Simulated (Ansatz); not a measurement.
# BCl2FH2: the cost of one run

Method: RKS PBE/def2-SVP, in Ansatz 0.2.0.

## Step 1: The system as given

Bond lengths: B1–Cl3 1.860 Å, B1–Cl4 1.860 Å, B1–F5 1.620 Å. Angles: Cl3–B1–Cl4 120.0°, Cl3–B1–F5 97.0°, Cl4–B1–F5 101.2°.

Coordinates:

```xyz
6

B     0.0000    0.0000    0.0000
H     0.0000    0.0000    1.5400
Cl    1.6108    0.0000   -0.9300
Cl   -1.6108    0.0000   -0.9300
F     0.0677   -1.5359    0.5108
H     0.0382   -0.8667    1.4996
```

## Step 2: A restrained relaxation towards end A

Springs on the bonds that form and break draw the guess towards this end; the thresholds are loose.

The input, input.yaml:

```yaml
crystal:
  periodic: [false, false, false]
  atoms:
    - { symbol: B, position_ang: [0.0, 0.0, 0.0] }
    - { symbol: H, position_ang: [0.0, 0.0, 1.54] }
    - { symbol: Cl, position_ang: [1.6108, 0.0, -0.93] }
    - { symbol: Cl, position_ang: [-1.6108, 0.0, -0.93] }
    - { symbol: F, position_ang: [0.0677, -1.5359, 0.5108] }
    - { symbol: H, position_ang: [0.0382, -0.8667, 1.4996] }
basis:
  gaussian: { orbitals: def2-SVP }
hamiltonian:
  xc: pbe
relax:
  f_tol: 0.15
  max_steps: 25
  restrain:
    - { distance: [0, 4], at: 2.52, k: 30.0 }
    - { distance: [5, 1], at: 1.86, k: 30.0 }
    - { distance: [0, 1], at: 1.19, k: 30.0 }
    - { distance: [5, 4], at: 0.92, k: 30.0 }
```

The run is started by

```console
$ ansatz run input.yaml --threads 1 --pin off --max-ram 2048MiB --backend cpu --events-out ev --progress --plain --runs-dir out
```

Q: Estimate wall time and peak memory on 1 thread of Intel Xeon Platinum 8488C (Sapphire Rapids), shared host.

About 11 s, with a peak of 0.15 GiB.
